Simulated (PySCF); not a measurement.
# GaF⁻: the SCF solver's settings

Aim: find out which solver settings change the answer for GaF⁻.

Program: PySCF 2.14.0. Level of theory: each script names its method and basis. These are calculated values, not measurements.

2 further runs of the same task are left out: 2 that didn't finish.

### 1 Where the work starts

GaF⁻: 2 atoms, charge -1, spin multiplicity 2.

Bond lengths: Ga1–F2 1.920 Å.

### 2 The base run

File input.py:

```python
from pyscf import gto, scf, mp

mol = gto.M(
    atom='Ga 0 0 0; F 0 0 1.92',
    basis='x2c-svpall',
    charge=-1,
    spin=1,
    verbose=4,
)
mf = scf.UHF(mol)
mf = mf.sfx2c1e()
mf.kernel()
mp.MP2(mf, frozen=10).kernel()
mf.dip_moment()
print('orbital energies (hartree):', [e[max(0, n-3):n+3].round(4) for e, n in zip(mf.mo_energy, mol.nelec)])
```

The run is started by

```sh
$ OMP_NUM_THREADS=1 python input.py
```

The log of this run is left out.

It gives: E(SCF) = -2041.322759 Eh, 12 cycles, E(MP2) − E(SCF) = -0.38447 Eh, ⟨S²⟩ = 0.764.

The bond length is a typed value, not an optimised one. The dipole of an ion depends on the origin.

### 3 Damping 0.2

Run 1 changes damping: none → 0.2.

File input.py:

```python
from pyscf import gto, scf, mp

mol = gto.M(
    atom='Ga 0 0 0; F 0 0 1.92',
    basis='x2c-svpall',
    charge=-1,
    spin=1,
    verbose=4,
)
mf = scf.UHF(mol)
mf = mf.sfx2c1e()
mf.damp = 0.2
mf.diis_start_cycle = 8
mf.kernel()
mp.MP2(mf, frozen=10).kernel()
mf.dip_moment()
print('orbital energies (hartree):', [e[max(0, n-3):n+3].round(4) for e, n in zip(mf.mo_energy, mol.nelec)])
```

The run is started by

```sh
$ OMP_NUM_THREADS=1 python input.py
```

### 4 Smearing width 0.2 hartree

Run 2 changes smearing width: none → 0.2 hartree; step after the SCF: mp2 → none.

input.py, as its differences from that of step 2:

```diff
@@ -1,2 +1,2 @@
-from pyscf import gto, scf, mp
+from pyscf import gto, scf
 
@@ -11,4 +11,4 @@
 mf = mf.sfx2c1e()
+mf = scf.addons.smearing_(mf, sigma=0.2, method='fermi')
 mf.kernel()
-mp.MP2(mf, frozen=10).kernel()
 mf.dip_moment()
```

Q: Predict the outcome of this session. Wanted: for each run, E(SCF); from base; gap, α spin; after the SCF.

As calculated:

| run | E(SCF) (hartree) | from base (eV) | cycles | gap, α spin (eV) | after the SCF |
| --- | --- | --- | --- | --- | --- |
| base | -2041.322759 | 0 | 12 | 6.26 | MP2 correlation -10.462 eV, core frozen |
| damping 0.2 | -2041.322759 | 0.0000 | 15 | 6.26 | MP2 correlation -10.462 eV, core frozen |
| smearing width 0.2 hartree (poor choice) | -2040.233319 | not comparable | 15 | n/a | n/a |

Distance from each run's final energy (log10 hartree) by cycle:

| run | cycle 1 | cycle 2 | cycle 3 | cycle 5 | cycle 8 | cycle 12 |
| --- | --- | --- | --- | --- | --- | --- |
| base | -1.1 | -1.4 | -3.0 | -4.3 | -6.4 | -10.7 |
| damping 0.2 | -1.1 | -1.9 | -2.7 | -3.8 | -4.9 | -8.2 |
| smearing width 0.2 hartree (poor choice) | -1.2 | -0.9 | -1.5 | -3.5 | -5.9 | -7.9 |

**Reading.** The highest filled level of this anion is positive: the basis lacks diffuse functions or the electron is not bound, so these numbers hang on the basis. No change of the SCF energy comes from damping 0.2. The base needs 12 cycles and the run with damping 0.2 needs 15. Rows marked «poor choice» come from settings spoiled on purpose.
